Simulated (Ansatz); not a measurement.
# C2H4AlFO: rotation by 180° about the O3–Al4 bond, part 2 of 2

Aim: the minimum-energy path and barrier of the rotation by 180° about the O3–Al4 bond. The ends are relaxed first, then joined by a nudged elastic band. SMILES of the start: C=C[O][AlH][F].

Ansatz 0.2.0; RKS PBE/6-31G*.

**7. The band again, with other settings**

crystal.atoms is end A as relaxed above, and neb.final_atoms is end B, turned to lie on A. With 5 inner images the band has 7 in all.

input.yaml

```yaml
crystal:
  periodic: [false, false, false]
  atoms:
    - { symbol: C, position_ang: [-1.588488, -0.374325, 1.100574] }
    - { symbol: C, position_ang: [-0.700764, -0.292811, 0.098057] }
    - { symbol: O, position_ang: [0.520314, 0.304694, 0.237473] }
    - { symbol: Al, position_ang: [1.809, 0.524163, -0.887686] }
    - { symbol: F, position_ang: [3.147873, 1.316902, -0.307801] }
    - { symbol: H, position_ang: [-1.371804, 0.039198, 2.089088] }
    - { symbol: H, position_ang: [-2.551049, -0.863014, 0.936093] }
    - { symbol: H, position_ang: [-0.921097, -0.710395, -0.897404] }
    - { symbol: H, position_ang: [1.744616, 0.009187, -2.385594] }
basis:
  gaussian: { orbitals: "6-31G*" }
hamiltonian:
  xc: pbe
neb:
  order_check: false
  images: 5
  f_tol: 0.5
  max_iterations: 60
  initial_path: idpp
  final_atoms:
    - { symbol: C, position_ang: [-1.58056536, -0.3959342, 1.10133938] }
    - { symbol: C, position_ang: [-0.72138029, -0.25316458, 0.08119921] }
    - { symbol: O, position_ang: [0.5514986, 0.21832959, 0.24886355] }
    - { symbol: Al, position_ang: [1.85614211, 0.51859345, -0.83408211] }
    - { symbol: F, position_ang: [1.66172698, 0.21238138, -2.45958306] }
    - { symbol: H, position_ang: [-1.29931291, -0.13854417, 2.12590521] }
    - { symbol: H, position_ang: [-2.58668185, -0.77702298, 0.91494889] }
    - { symbol: H, position_ang: [-1.00098791, -0.51116504, -0.9511537] }
    - { symbol: H, position_ang: [3.20816164, 1.08012554, -0.24463736] }
```

The run is started by

```bash
$ ansatz run input.yaml --threads 1 --pin off --max-ram 2048MiB --backend cpu --events-out ev --progress --plain --runs-dir out
```

The log of the run, shortened:

```text
Warning: RAYON_NUM_THREADS=1 ignored (pool sized by the plan → 1); use --threads N
[...]
Functional definition: PBE
[...]
973 factors; their error is unknown
[...]
mean field -13490.25073126 eV, -495.7575703536 hartree, gradient 5.3e-5 eV, S^2 0.000000; 0 other end points of the search recorded, 0 dependent functions left out
[...]
reference -13490.25077610 eV, -495.7575720012 hartree; 23, 23 occupied and 64, 64 virtual orbitals, 973 factors
973 factors; their error is unknown
[...]
mean field -13490.29644984 eV, -495.7592504804 hartree, gradient 8.4e-6 eV, S^2 0.000000; 0 other end points of the search recorded, 0 dependent functions left out
[...]
reference -13490.29649492 eV, -495.7592521369 hartree; 23, 23 occupied and 64, 64 virtual orbitals, 973 factors
NEB end point (image 0): max|allowed force component| = 3.480e-3 eV/Å (the criterion of neb.relax_end_points is 1.000e-1)
[...]
Total energy: -13490.12703566 eV, -495.7530246241 hartree
Atom 0 at    -1.585670    -0.312772     1.141958 Å, force     0.267602    -0.114484     0.268415 eV/Å
Atom 1 at    -0.737777    -0.008535     0.149472 Å, force    -0.094009     0.101732    -0.363383 eV/Å
Atom 2 at     0.624109    -0.128375     0.210154 Å, force    -0.113410    -0.065127    -0.090978 eV/Å
Atom 3 at     1.859812     0.174077    -0.964955 Å, force    -0.123065     0.095046     0.343088 eV/Å
Atom 4 at     2.523135     1.700471    -0.923804 Å, force     0.085788    -0.082664    -0.125895 eV/Å
Atom 5 at    -1.202527    -0.685070     2.096861 Å, force    -0.060529    -0.005840     0.028748 eV/Å
Atom 6 at    -2.665477    -0.199136     1.026157 Å, force     0.055580     0.040312    -0.095227 eV/Å
Atom 7 at    -1.118333     0.365954    -0.816068 Å, force    -0.068345    -0.001623     0.061015 eV/Å
Atom 8 at     2.391329    -0.953015    -1.936974 Å, force     0.050389     0.032648    -0.025783 eV/Å
Dipole moment:    -0.036581    -0.152274    -0.246204 e Å
this run last wrote the band of iteration 1 to <dir>
```

Wall time 16 s (1 thread of Intel Xeon Platinum 8488C (Sapphire Rapids), shared host); peak memory 0.14 GiB.

**8. Images and barrier**

Images 0 and 6 are the ends. Energies count from image 0; the path length is the program's own measure over all atoms.

```tsv
image	path (Å)	energy (eV)	dihedral C2–O3–Al4–F5 (°)	band force (eV/Å)
0	0.000	0.0000	-180	-
1	0.742	0.0411	151	0.291
2	1.489	0.0927	122	0.154
3*	2.241	0.1237	93	0.364
4	2.992	0.0699	63	0.162
5	3.738	0.0039	31	0.304
6	4.477	-0.0457	0	-
```

The star marks the climbing image.

image, energy (eV) and a bar:
```
        0      0.000 ########
        1      0.041 ###############
        2      0.093 #########################
        3      0.124 ##############################
        4      0.070 ####################
        5      0.004 #########
        6     -0.046
```

**9. Another band, settings changed**

crystal.atoms is end A as relaxed above, and neb.final_atoms is end B, turned to lie on A. With 6 inner images the band has 8 in all.

input.yaml: that of step 7 with these lines changed.

```diff
@@ -18,6 +18,7 @@
   order_check: false
-  images: 5
-  f_tol: 0.5
+  images: 6
+  f_tol: 0.05
   max_iterations: 60
   initial_path: idpp
+  climbing: false
   final_atoms:
```

The run is started by

```bash
$ ansatz run input.yaml --threads 1 --pin off --max-ram 2048MiB --backend cpu --events-out ev --progress --plain --runs-dir out
```

The log of the run, shortened:

```text
Warning: RAYON_NUM_THREADS=1 ignored (pool sized by the plan → 1); use --threads N
[...]
[... 1 set-up line as earlier in the session ...]
[...]
973 factors; their error is unknown
[...]
mean field -13490.25073126 eV, -495.7575703536 hartree, gradient 5.3e-5 eV, S^2 0.000000; 0 other end points of the search recorded, 0 dependent functions left out
[...]
reference -13490.25077610 eV, -495.7575720012 hartree; 23, 23 occupied and 64, 64 virtual orbitals, 973 factors
973 factors; their error is unknown
[...]
mean field -13490.29644984 eV, -495.7592504804 hartree, gradient 8.4e-6 eV, S^2 0.000000; 0 other end points of the search recorded, 0 dependent functions left out
[...]
reference -13490.29649492 eV, -495.7592521369 hartree; 23, 23 occupied and 64, 64 virtual orbitals, 973 factors
NEB end point (image 0): max|allowed force component| = 3.480e-3 eV/Å (the criterion of neb.relax_end_points is 1.000e-2)
[...]
Total energy: -13490.18792890 eV, -495.7552624092 hartree
Atom 0 at    -1.516691    -0.369234     1.141664 Å, force     0.001765    -0.002933    -0.001159 eV/Å
Atom 1 at    -0.941013     0.052578     0.005317 Å, force    -0.017447     0.007631    -0.005131 eV/Å
Atom 2 at     0.390626     0.230282    -0.150950 Å, force     0.011930     0.030545     0.007795 eV/Å
Atom 3 at     1.908336     0.226668    -0.906191 Å, force    -0.012291     0.006040    -0.021560 eV/Å
Atom 4 at     2.865977     1.564792    -0.669026 Å, force     0.011202    -0.012119     0.006279 eV/Å
Atom 5 at    -0.927818    -0.614354     2.029550 Å, force    -0.002538    -0.001158    -0.000370 eV/Å
Atom 6 at    -2.602692    -0.467844     1.191249 Å, force    -0.001972    -0.008932     0.001260 eV/Å
Atom 7 at    -1.536596     0.309952    -0.883168 Å, force     0.012063    -0.015353     0.006190 eV/Å
Atom 8 at     2.448473    -0.979241    -1.775646 Å, force    -0.002712    -0.003722     0.006695 eV/Å
Dipole moment:    -0.131901    -0.188394    -0.164649 e Å
this run last wrote the band of iteration 13 to <dir>
```

Run time: 2.8 min. Hardware: 1 thread of Intel Xeon Platinum 8488C (Sapphire Rapids), shared host; peak memory 0.14 GiB.

**10. The band, image by image**

Images 0 and 7 are the ends. Energies count from image 0; the path length is the program's own measure over all atoms.

```tsv
image	path (Å)	energy (eV)	dihedral C2–O3–Al4–F5 (°)	band force (eV/Å)
0	0.000	0.0000	-180	-
1	0.790	0.0108	176	0.017
2	1.581	0.0271	174	0.028
3	2.372	0.0628	137	0.022
4	3.161	0.0307	34	0.021
5	3.951	-0.0147	5	0.029
6	4.741	-0.0336	3	0.011
7	5.530	-0.0457	0	-
```

image, energy (eV) and a bar:
```
        0      0.000 #############
        1      0.011 ################
        2      0.027 ####################
        3      0.063 ##############################
        4      0.031 #####################
        5     -0.015 #########
        6     -0.034 ###
        7     -0.046
```

**11. Results**

This closing draws on all 2 parts.

```
                                quantity                                                                     value
                                   end A                                                   7 moves, 0.564 eV lower
                                   end B                                                   9 moves, 0.534 eV lower
            first band: barrier forwards                                                                  0.068 eV
           first band: barrier backwards                                                                  0.113 eV
first band: second end relative to first                                                                 -0.046 eV
               first band: highest image                                                     3 of 0 to 6, climbing
             first band: band iterations                                                                        17
              imaginary modes at the top                                                                  96i cm⁻¹
                             second band                  top 0.124 eV above image 0, 1 iterations, 5 inner images
             time, first and second band                                                          2.7 min and 16 s
                              third band  top 0.063 eV above image 0, 13 iterations, 6 inner images, none climbing
              time, first and third band                                                       2.7 min and 2.8 min
```

In the first band: the top lies 0.068 eV above the first end, or 2.6 kT at room temperature. Going back costs 0.11 eV, since the second end is 0.046 eV below the first. The listed dihedral goes from -180° at end A through 107° at the highest image to 0° at end B. One imaginary mode, as a first-order saddle point has. The second band's top lies 56 meV above the first's. As for the second band: the force threshold is loose, so the band stops early. The third band's top lies 5 meV below the first's, as a band that doesn't climb stops under the top. These are electronic energies, with no zero-point or thermal terms.
